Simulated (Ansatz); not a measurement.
# C2H7BClN: the cost of one run

Method: UKS BHLYP-D4/6-31G, in Ansatz 0.2.0.

## 1. The system as given

Bond lengths: B1–Cl2 2.169 Å, B1–N3 1.336 Å, N3–C4 1.428 Å, B1–C6 1.555 Å, C4–H7 1.093 Å, C4–H8 1.092 Å, C4–H9 1.094 Å, C6–H10 1.088 Å, C6–H11 1.088 Å, C6–H12 1.087 Å. Angles (14 of 16 angles, heavy atoms first): Cl2–B1–N3 93.9°, Cl2–B1–C6 119.6°, N3–B1–C6 146.5°, B1–N3–C4 140.6°, N3–C4–H7 110.1°, N3–C4–H8 110.8°, N3–C4–H9 110.2°, B1–C6–H10 110.9°, B1–C6–H11 111.1°, B1–C6–H12 112.2°, H7–C4–H8 108.8°, H7–C4–H9 108.3°, H8–C4–H9 108.6°, H10–C6–H11 107.7°.

Coordinates:

```xyz
12

B     0.0209    0.0108   -0.7183
Cl    1.7038   -0.3687   -2.0335
N     0.7461   -0.1210    0.3965
C     0.5988   -0.1040    1.8171
H     1.8637   -0.3849   -0.2803
C    -1.3863    0.2721   -1.3262
H     1.3529    0.5471    2.2654
H    -0.3923    0.2583    2.0997
H     0.7307   -1.1117    2.2218
H    -2.1214    0.4443   -0.5431
H    -1.7228   -0.5787   -1.9143
H    -1.3941    1.1365   -1.9848
```

## 2. Run 1

150 steps of 0.5 fs at constant energy, with velocities drawn for 300 K.

File input.yaml:

```yaml
crystal:
  periodic: [false, false, false]
  atoms:
    - { symbol: B, position_ang: [0.0209, 0.0108, -0.7183] }
    - { symbol: Cl, position_ang: [1.7038, -0.3687, -2.0335] }
    - { symbol: "N", position_ang: [0.7461, -0.121, 0.3965] }
    - { symbol: C, position_ang: [0.5988, -0.104, 1.8171] }
    - { symbol: H, position_ang: [1.8637, -0.3849, -0.2803] }
    - { symbol: C, position_ang: [-1.3863, 0.2721, -1.3262] }
    - { symbol: H, position_ang: [1.3529, 0.5471, 2.2654] }
    - { symbol: H, position_ang: [-0.3923, 0.2583, 2.0997] }
    - { symbol: H, position_ang: [0.7307, -1.1117, 2.2218] }
    - { symbol: H, position_ang: [-2.1214, 0.4443, -0.5431] }
    - { symbol: H, position_ang: [-1.7228, -0.5787, -1.9143] }
    - { symbol: H, position_ang: [-1.3941, 1.1365, -1.9848] }
magnetization:
  spin_polarized: true
basis:
  gaussian: { orbitals: "6-31G" }
hamiltonian:
  xc: { name: BHLYP }
  dispersion: d4
md:
  timestep: 0.5
  n_steps: 150
  ensemble: nve
  temperature: 300.0
  initial_velocities: maxwell_boltzmann
  seed: 109335
```

Started as:

```sh
ansatz run input.yaml --threads 1 --pin off --max-ram 2048MiB --backend cpu --events-out ev --progress --plain --runs-dir out
```

What time and memory should one allow on 1 thread of Arm Neoverse V2, shared host?

About 12 min, with a peak of 0.2 GiB.
